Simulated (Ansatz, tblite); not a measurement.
# The cluster Cu₈Te₄: rung by rung

The task here is to estimate one member of a computed series from the others.

Program: Ansatz 0.2.0, Gaussian basis. Level of theory: as each input shows. These are calculated values, not measurements.

The runs, in order: GFN1-xTB, GFN2-xTB, PBE-D4/def2-TZVP, r2SCAN-D4/def2-TZVP, r2SCAN0-D4/def2-TZVP, PBE-D4/def2-SVP, PBE0-D4/def2-SVP, MP2/def2-TZVP, RPA/def2-TZVP.

3 further runs of the same task are left out: 3 set aside as unsound or not needed.

### The structure

The singlet was relaxed beforehand with PBE-D4/def2-SVP. At that level it is the lowest of the isomers that a small search found.

12 atoms, charge 0, spin multiplicity 1.

Bond lengths: Cu1–Te11 2.641 Å, Cu1–Te12 2.640 Å, Cu2–Te9 2.640 Å, Cu2–Te10 2.640 Å, Cu3–Te10 2.572 Å, Cu3–Te11 2.572 Å, Cu4–Te11 2.640 Å, Cu4–Te12 2.640 Å, Cu5–Te9 2.572 Å, Cu5–Te12 2.572 Å, Cu6–Te9 2.572 Å, Cu6–Te11 2.572 Å, Cu7–Te10 2.572 Å, Cu7–Te12 2.572 Å, Cu8–Te9 2.640 Å, Cu8–Te10 2.641 Å. Angles: Te11–Cu1–Te12 126.5°, Te9–Cu2–Te10 126.5°, Te10–Cu3–Te11 173.3°, Te11–Cu4–Te12 126.5°, Te9–Cu5–Te12 173.3°, Te9–Cu6–Te11 173.4°, Te10–Cu7–Te12 173.4°, Te9–Cu8–Te10 126.5°, Cu2–Te9–Cu5 84.0°, Cu2–Te9–Cu6 56.6°, Cu2–Te9–Cu8 53.0°, Cu5–Te9–Cu6 59.9°, Cu5–Te9–Cu8 56.6°, Cu6–Te9–Cu8 84.0°, Cu2–Te10–Cu3 56.6°, Cu2–Te10–Cu7 84.0°, Cu2–Te10–Cu8 53.0°, Cu3–Te10–Cu7 59.9° and more.

Te takes a core potential in the def2 sets. No spin-orbit coupling is included.

PBE0-D4/def2-TZVP was run before; its log isn't repeated, and its numbers join the tables.

Set-up of the first run:

Tight binding, by tblite at 300 K electronic temperature and without a spin-polarisation term:

```python
tblite.interface.Calculator('GFN1-xTB', numbers, positions, charge=0, uhf=0).singlepoint()
```

Tight binding, by tblite at 300 K electronic temperature and without a spin-polarisation term:

```python
tblite.interface.Calculator('GFN2-xTB', numbers, positions, charge=0, uhf=0).singlepoint()
```

start.molden holds the orbitals of an earlier run on this state, given as this run's starting guess.

The input, in.yaml:

```yaml
crystal:
  periodic: [false, false, false]
  atoms:
    - {symbol: Cu, position_ang: [0.474574, -1.869382, -1.455262]}
    - {symbol: Cu, position_ang: [0.668474, 2.299308, 0.321098]}
    - {symbol: Cu, position_ang: [1.255736, 0.110567, 1.308096]}
    - {symbol: Cu, position_ang: [0.483573, -2.197990, 0.878943]}
    - {symbol: Cu, position_ang: [-1.255656, -0.110553, -1.307956]}
    - {symbol: Cu, position_ang: [1.245949, 0.468369, -1.235463]}
    - {symbol: Cu, position_ang: [-1.245630, -0.468340, 1.235625]}
    - {symbol: Cu, position_ang: [-1.627148, 1.767975, 0.254779]}
    - {symbol: Te, position_ang: [-0.452322, 2.211771, -2.067887]}
    - {symbol: Te, position_ang: [-0.434873, 1.555080, 2.601171]}
    - {symbol: Te, position_ang: [2.739576, -1.352062, -0.200396]}
    - {symbol: Te, position_ang: [-1.852254, -2.414753, -0.332760]}
basis:
  gaussian: {orbitals: def2-TZVP, fitting: {mean_field: def2-universal-jkfit}, initial_orbitals: start.molden}
hamiltonian: {xc: pbe, dispersion: d4}
scf: {omitted_lower_state_checks: [starts]}
output: {forces: true, orbitals: {seedname: orbitals}}
```

The run is started by

```
ansatz run in.yaml --threads 2 --pin off --events-out ev --progress --plain --max-ram 32768MiB --backend cuda --devices 0, --max-vram 18GiB
```

Among the steps run: PBE-D4/def2-TZVP; r2SCAN-D4/def2-TZVP; r2SCAN0-D4/def2-TZVP; PBE-D4/def2-SVP; PBE0-D4/def2-SVP; MP2/def2-TZVP; RPA/def2-TZVP.

One table of the session follows, with a row left open; its other results are not shown here.

It belongs to the step «Binding energy». 

| level | binding an atom (eV) |
| --- | --- |
| HF/def2-TZVP | 1.220 |
| PBE-D4/def2-SVP | 3.348 |
| PBE-D4/def2-TZVP | 2.901 |
| r2SCAN-D4/def2-TZVP | ? |
| PBE0-D4/def2-SVP | 3.036 |
| PBE0-D4/def2-TZVP | 2.696 |
| r2SCAN0-D4/def2-TZVP | 2.672 |
| RPA/def2-TZVP | 2.319 |
| MP2/def2-TZVP | 2.704 |

Estimate the missing values for r2SCAN-D4/def2-TZVP.

As computed: binding an atom (eV): 2.899. In the column «binding an atom (eV)» it lies between MP2/def2-TZVP (2.704) and PBE-D4/def2-TZVP (2.901).

Caveats from the session: Free atoms were run apart at each level; binding is atoms less cluster, divided by the number of atoms, without zero-point or spin-orbit terms.
